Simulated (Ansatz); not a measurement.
# Sc5Te: the cost of one run

Method: DFT PBE, scalar-relativistic, plane waves, PAW, in Ansatz 0.2.0.

## Step 1: The structure to begin with

Symmetry: P-6m2, No. 187, hexagonal system. Conventional cell: a = 3.453 Å, b = 3.453 Å, c = 16.378 Å, α = 90.00°, β = 90.00°, γ = 120.00°. Sc (site symmetry 3m) is surrounded by 3 Te at 3.12 Å and 9 Sc at 3.45 to 3.52 Å. Around Sc (site symmetry 3m) lie 12 Sc at 3.45 to 3.52 Å. Sc (site symmetry -6m2) is surrounded by 12 Sc at 3.45 to 3.51 Å. Te (site symmetry -6m2) has 6 Sc at 3.12 Å in its first shell of neighbours.

Coordinates:

```
CELL_PARAMETERS angstrom
3.45298 0.00000 0.00000
-1.72649 2.99037 0.00000
0.00000 0.00000 16.37808
ATOMIC_POSITIONS crystal
Sc 0.66667 0.33333 0.85337
Sc 0.00000 0.00000 0.67605
Sc 0.66667 0.33333 0.50000
Sc 0.00000 0.00000 0.32395
Sc 0.66667 0.33333 0.14663
Te 0.00000 0.00000 0.00000
```

Recipe of the guess: species swapped into a database cell of Ca5Mg (P-6m2, No. 187), with Sc on the Ca sites and Te on the Mg sites. Lengths come from tabulated atomic sizes and are only a guess.

## Step 2: The guess as it stands, on a coarse mesh

Input file input.yaml:

```yaml
crystal:
  lattice:
    - [3.45298379, 0.0, 0.0]
    - [-1.7264919, 2.99037169, 0.0]
    - [0.0, 0.0, 16.37807618]
  atoms:
    - { symbol: Sc, position: [0.66666667, 0.33333333, 0.85337043] }
    - { symbol: Sc, position: [0.0, 0.0, 0.67605358] }
    - { symbol: Sc, position: [0.66666667, 0.33333333, 0.5] }
    - { symbol: Sc, position: [0.0, 0.0, 0.32394642] }
    - { symbol: Sc, position: [0.66666667, 0.33333333, 0.14662957] }
    - { symbol: Te, position: [0.0, 0.0, 0.0] }
basis:
  ecutwfc: 420
kpoints:
  mp_grid: { grid: [6, 6, 1] }
hamiltonian:
  xc: pbe
scf:
  occupations: { method: gaussian, width: 0.1 }
  lower_state_search: "off"
output:
  forces: true
  stress: true
  eigenvalues: true
```

Run with:

```
> ansatz run input.yaml --threads 1 --pin off --max-ram 2560MiB --backend cpu --events-out ev --progress --plain --runs-dir out
```

**Question.** How long does this run take on 1 thread of Arm Neoverse V1, shared host, and how much memory does it need?

About 5.7 s, with a peak of 0.36 GiB.
